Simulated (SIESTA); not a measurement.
# Bi2Te3 (Tellurobismuthite) under changes of volume

One of the cells (33.871 Å³/atom); the others are scaled copies at fixed shape and fractional positions:

```
CELL_PARAMETERS angstrom
2.19300 1.26613 10.16567
-2.19300 1.26613 10.16567
0.00000 -2.53226 10.16567
ATOMIC_POSITIONS crystal
Bi 0.60000 0.60000 0.60000
Bi 0.40000 0.40000 0.40000
Te 0.79050 0.79050 0.79050
Te 0.20950 0.20950 0.20950
Te 0.00000 0.00000 0.00000
```

* Program: SIESTA 5.4.2
* Functional: PBE
* Potentials or basis: PseudoDojo 0.4 standard (PBE files)
* Basis: TZP (energy shift 0.05 Ry)
* Grid cutoff: 500 Ry
* Energy shift: 0.05 Ry
* k mesh: 7 × 7 × 7
* Occupations: fermi-dirac, width 0.05 eV
* Spin: no spin polarisation

```csv
volume (Å³/atom),energy over the lowest point (meV/atom),pressure (GPa),gap on the mesh (eV),largest force (eV/Å)
31.839,0.00,-10.4,0.25,0.678
32.517,47.25,-11.9,0.29,0.457
33.194,100.37,-13.2,0.32,0.297
33.871,?,?,?,?
34.549,221.09,-15.3,0.38,0.057
35.226,287.48,-16.1,0.40,0.181
35.904,357.24,-16.9,0.43,0.324
```

Question: What does the run at 33.871 Å³/atom give?

Answer: Energy over the lowest point 158.58 meV/atom; pressure -14.3 GPa; gap on the mesh 0.35 eV; largest force 0.116 eV/Å.

Worked out: A Birch-Murnaghan fit of order 3 (a polynomial in V^(-2/3)) to the other rows has no minimum within the range. It gives 158.47 meV/atom at 33.871 Å³/atom, against the run's 158.58, and -dE/dV = -14.3 GPa, against -14.3. A straight line through the other rows of the gap, of slope 1.46 eV per unit of ln V (its deformation potential), gives 0.35 eV, against the run's 0.35.

Energies are extrapolated to zero smearing.

Caveats: semicore shells carry a single zeta, which can move pressures by several GPa and volumes by a few percent; spin-orbit coupling is left out, which as a rule narrows the gap of such compounds by several tenths of an eV; an odd mesh through Γ misses points on the zone boundary, where band edges often lie; the basis of atomic orbitals isn't converged, which shifts pressures, moduli and gaps.
